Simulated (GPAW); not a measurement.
The system is NbTe.

```
Te Nb
1.0
     3.70297    0.00000    0.00000
    -1.85149    3.20687    0.00000
     0.00000    0.00000    3.69421
Te Nb
1 1
Direct
  0.66667 0.33333 0.00000
  0.00000 0.00000 0.50000
```

The cell comes from a database or a generator and needn't be the stable form of this composition.

Base run:

* Program: GPAW 26.7.0
* Functional: PBE
* Potentials or basis: GPAW PAW data sets (gpaw-data 1.2.1)
* Cutoff: 600 eV
* Basis: pw
* k mesh: 8 × 8 × 7
* Occupations: fermi-dirac, width 0.05 eV
* Spin: no spin polarisation

Its results: pressure -1.5 GPa.

**Question.** The run is repeated on the same cell with these changes: functional from PBE to r2SCAN. What comes out?

**Answer.** Pressure -2.1 GPa.

Caveats: the PAW data sets were made with another functional, which shifts forces and pressure a little (some runs).
